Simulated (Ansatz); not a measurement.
# FHSeSi: the cost of one run

Program: Ansatz 0.2.0. Level of theory: RKS PBE-D4/def2-SVP. These are calculated values, not measurements.

## 1. Starting point

Bond lengths: F1–Si2 1.603 Å, Si2–Se3 2.085 Å, Si2–H4 1.444 Å. Angles: F1–Si2–Se3 123.4°, F1–Si2–H4 98.8°, Se3–Si2–H4 137.8°.

Structure file:

```xyz
4

F    -1.1373   -0.3356    0.9931
Si   -0.0132    0.0505   -0.0832
Se    1.9918   -0.4901    0.1080
H    -0.8413    0.7752   -1.0180
```

## 2. Preparing the start

input.yaml reads:

```yaml
crystal:
  periodic: [false, false, false]
  atoms:
    - { symbol: F, position_ang: [-1.13732, -0.33564, 0.99314] }
    - { symbol: Si, position_ang: [-0.01324, 0.05055, -0.08316] }
    - { symbol: Se, position_ang: [1.99181, -0.49008, 0.108] }
    - { symbol: H, position_ang: [-0.84126, 0.77517, -1.01797] }
basis:
  gaussian: { orbitals: def2-SVP }
hamiltonian:
  xc: pbe
  dispersion: d4
relax:
  f_tol: 0.02
  max_steps: 40
scf:
  lower_state_search: "off"
```

Launch:

```console
$ ansatz run input.yaml --threads 1 --pin off --max-ram 2048MiB --backend cpu --events-out ev --progress --plain --runs-dir out
```

**Question.** How long does this run take on 1 thread of Arm Neoverse V2, shared host, and how much memory does it need?

About 4.7 s, with a peak of 0.12 GiB.
